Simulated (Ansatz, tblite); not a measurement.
**Si20H30 bond sphere (Si₂₀H₂₉): a ladder of methods and basis sets**

The task here is to estimate one member of a computed series from the others.

Computed with Ansatz 0.2.0, Gaussian basis. Level: as each input shows.

Levels to be run: GFN1-xTB, GFN2-xTB, PBE-D4/def2-SVP, r2SCAN-D4/def2-SVP, HSE06-D4/def2-SVP, CAM-B3LYP-D4/def2-SVP, B2PLYP/def2-SVP, r2SCAN-D4/def2-mTZVP, HF/6-31G, B3LYP-D4/6-31G.

### The geometry

The doublet was relaxed beforehand with PBE-D4/def2-SVP.

49 atoms, charge 0, spin multiplicity 2.

Bond lengths: Si1–Si11 2.358 Å, Si1–Si12 2.358 Å, Si1–Si13 2.363 Å, Si1–H21 1.512 Å, Si2–Si11 2.358 Å, Si2–Si14 2.357 Å, Si2–H22 1.504 Å, Si2–H23 1.510 Å, Si3–Si13 2.364 Å, Si3–Si15 2.357 Å, Si3–Si16 2.357 Å, Si3–H24 1.512 Å, Si4–Si14 2.358 Å, Si4–Si15 2.358 Å, Si4–H25 1.510 Å, Si4–H26 1.504 Å, Si5–Si12 2.364 Å, Si5–Si17 2.343 Å and more. Angles: Si11–Si1–Si12 102.8°, Si11–Si1–Si13 113.5°, Si11–Si1–H21 108.8°, Si12–Si1–Si13 114.0°, Si12–Si1–H21 108.8°, Si13–Si1–H21 108.7°, Si11–Si2–Si14 112.0°, Si11–Si2–H22 109.6°, Si11–Si2–H23 108.5°, Si14–Si2–H22 111.7°, Si14–Si2–H23 107.1°, H22–Si2–H23 107.8°, Si13–Si3–Si15 113.3°, Si13–Si3–Si16 113.2°, Si13–Si3–H24 109.3°, Si15–Si3–Si16 102.9°, Si15–Si3–H24 108.9°, Si16–Si3–H24 108.9° and more.

PBE0-D4/def2-SVP was run before; its log isn't repeated, and its numbers join the tables.

The first run:

Tight binding, by tblite at 300 K electronic temperature and without a spin-polarisation term:

```python
tblite.interface.Calculator('GFN1-xTB', numbers, positions, charge=0, uhf=1).singlepoint()
```

Tight binding, by tblite at 300 K electronic temperature and without a spin-polarisation term:

```python
tblite.interface.Calculator('GFN2-xTB', numbers, positions, charge=0, uhf=1).singlepoint()
```

start.molden holds the orbitals of an earlier run on this state, given as this run's starting guess.

The input, in.yaml:

```yaml
crystal:
  periodic: [false, false, false]
  atoms:
    - {symbol: Si, position_ang: [-1.967409, -2.024569, -0.774399]}
    - {symbol: Si, position_ang: [-2.108295, 0.805422, -3.470849]}
    - {symbol: Si, position_ang: [-1.976697, 0.705814, 1.971635]}
    - {symbol: Si, position_ang: [-2.114100, 3.403655, -0.858283]}
    - {symbol: Si, position_ang: [0.849326, -2.174959, -3.467629]}
    - {symbol: Si, position_ang: [0.771693, -2.022834, 1.970433]}
    - {symbol: Si, position_ang: [3.469681, -2.173727, -0.843157]}
    - {symbol: Si, position_ang: [0.741864, 0.693359, -0.740457]}
    - {symbol: Si, position_ang: [0.851958, 3.403402, 2.114939]}
    - {symbol: Si, position_ang: [3.467087, 0.806646, 2.115354]}
    - {symbol: Si, position_ang: [-3.336614, -0.788728, -2.242920]}
    - {symbol: Si, position_ang: [-0.748819, -3.411707, -2.240313]}
    - {symbol: Si, position_ang: [-0.616365, -0.673066, 0.615586]}
    - {symbol: Si, position_ang: [-0.643022, 2.040449, -2.098137]}
    - {symbol: Si, position_ang: [-3.344677, 2.171860, 0.732158]}
    - {symbol: Si, position_ang: [-0.740095, 2.171160, 3.342901]}
    - {symbol: Si, position_ang: [2.051787, -0.749645, -2.048477]}
    - {symbol: Si, position_ang: [2.240526, -3.409304, 0.754500]}
    - {symbol: Si, position_ang: [2.237103, -0.786660, 3.342633]}
    - {symbol: Si, position_ang: [2.096454, 2.040647, 0.647301]}
    - {symbol: H, position_ang: [-2.846198, -2.890163, 0.099305]}
    - {symbol: H, position_ang: [-1.375886, 0.123487, -4.593756]}
    - {symbol: H, position_ang: [-3.076088, 1.789118, -4.082954]}
    - {symbol: H, position_ang: [-2.853735, -0.161403, 2.846143]}
    - {symbol: H, position_ang: [-3.079092, 4.021064, -1.841518]}
    - {symbol: H, position_ang: [-1.382700, 4.523693, -0.170423]}
    - {symbol: H, position_ang: [0.166104, -1.426911, -4.578972]}
    - {symbol: H, position_ang: [1.835408, -3.135842, -4.084840]}
    - {symbol: H, position_ang: [-0.103349, -2.889267, 2.847068]}
    - {symbol: H, position_ang: [4.088176, -3.135709, -1.827360]}
    - {symbol: H, position_ang: [4.580129, -1.424754, -0.159497]}
    - {symbol: H, position_ang: [0.164387, 4.521825, 1.380814]}
    - {symbol: H, position_ang: [1.832381, 4.023017, 3.081368]}
    - {symbol: H, position_ang: [4.590761, 0.123932, 1.384859]}
    - {symbol: H, position_ang: [4.078098, 1.791023, 3.083098]}
    - {symbol: H, position_ang: [-3.950370, -1.771407, -3.210628]}
    - {symbol: H, position_ang: [-4.459112, -0.104237, -1.512004]}
    - {symbol: H, position_ang: [-1.737467, -4.044498, -3.191793]}
    - {symbol: H, position_ang: [-0.047299, -4.519301, -1.503499]}
    - {symbol: H, position_ang: [0.223299, 2.920159, -2.969679]}
    - {symbol: H, position_ang: [-4.462273, 1.435904, 0.045170]}
    - {symbol: H, position_ang: [-3.964348, 3.139173, 1.711431]}
    - {symbol: H, position_ang: [-1.720332, 3.138224, 3.961398]}
    - {symbol: H, position_ang: [-0.055071, 1.434650, 4.461296]}
    - {symbol: H, position_ang: [1.505013, -4.517523, 0.052602]}
    - {symbol: H, position_ang: [3.190915, -4.041296, 1.744684]}
    - {symbol: H, position_ang: [3.203664, -1.769349, 3.958116]}
    - {symbol: H, position_ang: [1.504396, -0.101976, 4.463800]}
    - {symbol: H, position_ang: [2.969173, 2.921140, -0.217046]}
basis:
  gaussian: {orbitals: def2-SVP, fitting: {mean_field: def2-universal-jkfit}, initial_orbitals: start.molden}
magnetization: {spin_polarized: true, initial_magnetization: 1}
hamiltonian: {xc: pbe, dispersion: d4}
scf: {omitted_lower_state_checks: [starts]}
output: {orbitals: {seedname: orbitals}}
```

Started as:

```console
$ ansatz run in.yaml --threads 2 --pin off --events-out ev --progress --plain --max-ram 22528MiB --backend cuda --devices 0, --max-vram 18GiB
```

Steps of the session up to this table: PBE-D4/def2-SVP; r2SCAN-D4/def2-SVP; HSE06-D4/def2-SVP; CAM-B3LYP-D4/def2-SVP; B2PLYP/def2-SVP; r2SCAN-D4/def2-mTZVP; HF/6-31G; B3LYP-D4/6-31G.

One table of the session follows, with a row left open; its other results are not shown here.

It belongs to the step «Binding energy». 

| level | binding an atom (eV) |
| --- | --- |
| HF/6-31G | 1.983 |
| PBE-D4/def2-SVP | 3.217 |
| r2SCAN-D4/def2-SVP | 3.226 |
| r2SCAN-D4/def2-mTZVP | ? |
| B3LYP-D4/6-31G | 2.942 |
| PBE0-D4/def2-SVP | 3.213 |
| HSE06-D4/def2-SVP | 3.214 |
| CAM-B3LYP-D4/def2-SVP | 3.179 |

Q: Estimate the row for r2SCAN-D4/def2-mTZVP from the others.

**Answer.** binding an atom (eV): 3.173. In the column «binding an atom (eV)» it lies between B3LYP-D4/6-31G (2.942) and CAM-B3LYP-D4/def2-SVP (3.179).

To keep in mind: Free atoms were run apart at each level; binding is atoms less cluster, divided by the number of atoms, without zero-point or spin-orbit terms.
